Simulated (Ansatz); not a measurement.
# H₃OSSb (SMILES O[S][SbH2]): one structure at several levels

An exercise on one series of results from a longer session: the logs are not shown, and one member is left open.

The runs use Ansatz 0.2.0, Gaussian basis; single points in def2-TZVPP.

Cores are frozen in the correlated methods. Filled d shells of the heavier atoms are correlated. Core potentials replace the inner electrons past krypton, and spin-orbit coupling is left out.

## The system as given

SMILES `O[S][SbH2]`, 6 atoms, charge 0, spin multiplicity 1.

Atoms are counted from 1 here; the program's logs count them from 0.

Bond lengths: O1–S2 1.774 Å, O1–H4 0.928 Å, S2–Sb3 2.335 Å, Sb3–H5 1.702 Å, Sb3–H6 1.748 Å. Angles: S2–O1–H4 107.1°, O1–S2–Sb3 91.7°, S2–Sb3–H5 91.0°, S2–Sb3–H6 88.1°, H5–Sb3–H6 82.5°.

Geometry (Å):

```
O    -0.0674   -1.8550   -0.1519
S    -0.9745   -0.3349   -0.0351
Sb    0.9860    0.8899    0.2915
H    -0.6861   -2.5458   -0.1119
H     0.6473    1.8520   -1.0711
H     0.0243    2.1031    1.1033
```

Set-up of the first run:

run/in.yaml

```yaml
crystal:
  periodic: [false, false, false]
  atoms:
    - {symbol: O, position_ang: [-0.067400, -1.855000, -0.151900]}
    - {symbol: S, position_ang: [-0.974500, -0.334900, -0.035100]}
    - {symbol: Sb, position_ang: [0.986000, 0.889900, 0.291500]}
    - {symbol: H, position_ang: [-0.686100, -2.545800, -0.111900]}
    - {symbol: H, position_ang: [0.647300, 1.852000, -1.071100]}
    - {symbol: H, position_ang: [0.024300, 2.103100, 1.103300]}
basis:
  gaussian: {orbitals: def2-TZVPP}
correlation: {method: ccsd_t}
output: {forces: true}
```

The command line of these runs was not kept.

Among the steps run: CCSD(T)/def2-TZVPP; PBE0-D4/def2-TZVPP; wB97M-V/def2-TZVPP; r2SCAN-D4/def2-TZVPP; PBE-D4/def2-TZVPP; CAM-B3LYP-D4/def2-TZVPP; BLYP-D4/def2-TZVPP.

One of the session's tables, all rows but one given; the rest of the session is left out.

```
      method  RMS force component (eV/Å)  angle to CCSD(T) forces (°)  dipole (D)
     CCSD(T)                       0.957                    reference        0.50
     PBE0-D4                       0.971                          9.3        0.55
     wB97M-V                       0.978                          7.5        0.54
   r2SCAN-D4                           ?                            ?           ?
      PBE-D4                       1.028                         15.0        0.59
CAM-B3LYP-D4                       0.985                          8.2        0.59
     BLYP-D4                       1.037                         20.8        0.64
```

Estimate the missing values for r2SCAN-D4.

The run gave: RMS force component (eV/Å): 0.945; angle to CCSD(T) forces (°): 5.4; dipole (D): 0.58. In the column «RMS force component (eV/Å)» it is the lowest.
